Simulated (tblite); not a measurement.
# C5H12BBrO: the cost of one run

Computed with tblite 0.8.0 and PySCF 2.14.0, with density-fitted response routines of our own, on a single molecule in the gas phase. Atoms count from 0, in the outputs and in this text.

**1. The molecule as given**

20 atoms, charge 0, multiplicity 1; geometry from: force field or distance geometry start.

Bonds of the start (Å): C0–B1 1.57, B1–C2 1.59, C2–C3 1.51, C3–Br4 1.90, C3–C5 1.51, C5–O6 1.37, O6–C7 1.37, O6–B1 1.45, C0–H8 1.12, C0–H9 1.10, C0–H10 1.12, B1–H11 1.21, C2–H12 1.10, C2–H13 1.11, C3–H14 1.12, C5–H15 1.12, C5–H16 1.12, C7–H17 1.12, C7–H18 1.11, C7–H19 1.12.

**2. Geometry optimisation with GFN2-xTB**

Job settings and geometry (Å):

```
{"job": {"kind": "relax", "xc": "GFN2-xTB", "basis": "xTB"}, "charge": 0, "multiplicity": 1}
C     -1.539500    -1.563000     0.171900
B     -0.563600    -0.360500     0.453100
C     -1.181800     1.058100     0.077500
C      0.083600     1.889200     0.123000
Br    -0.077500     3.581100    -0.717000
C      1.049400     0.947700    -0.557800
O      0.614000    -0.334900    -0.387400
C      1.570000    -1.290000    -0.143800
H     -1.077600    -2.478500     0.617500
H     -1.673600    -1.754000    -0.900000
H     -2.513100    -1.408400     0.695400
H     -0.233000    -0.270400     1.612500
H     -1.979700     1.388800     0.763400
H     -1.491700     1.024600    -0.991000
H      0.366700     1.958100     1.199500
H      2.081400     1.007000    -0.133200
H      1.072300     1.234400    -1.639800
H      2.295000    -1.364000    -0.998300
H      1.046600    -2.260500    -0.018000
H      2.146700    -0.994100     0.769400
```

The run is started by

```bash
> OMP_NUM_THREADS=1 python probes_run.py task.json out
```

This one command runs all jobs of the session in turn.

**Question.** How long does this first job take on 1 thread of Arm Neoverse N1, shared host, and how much memory does it need?

About 2 s, with a peak of 0.18 GiB.
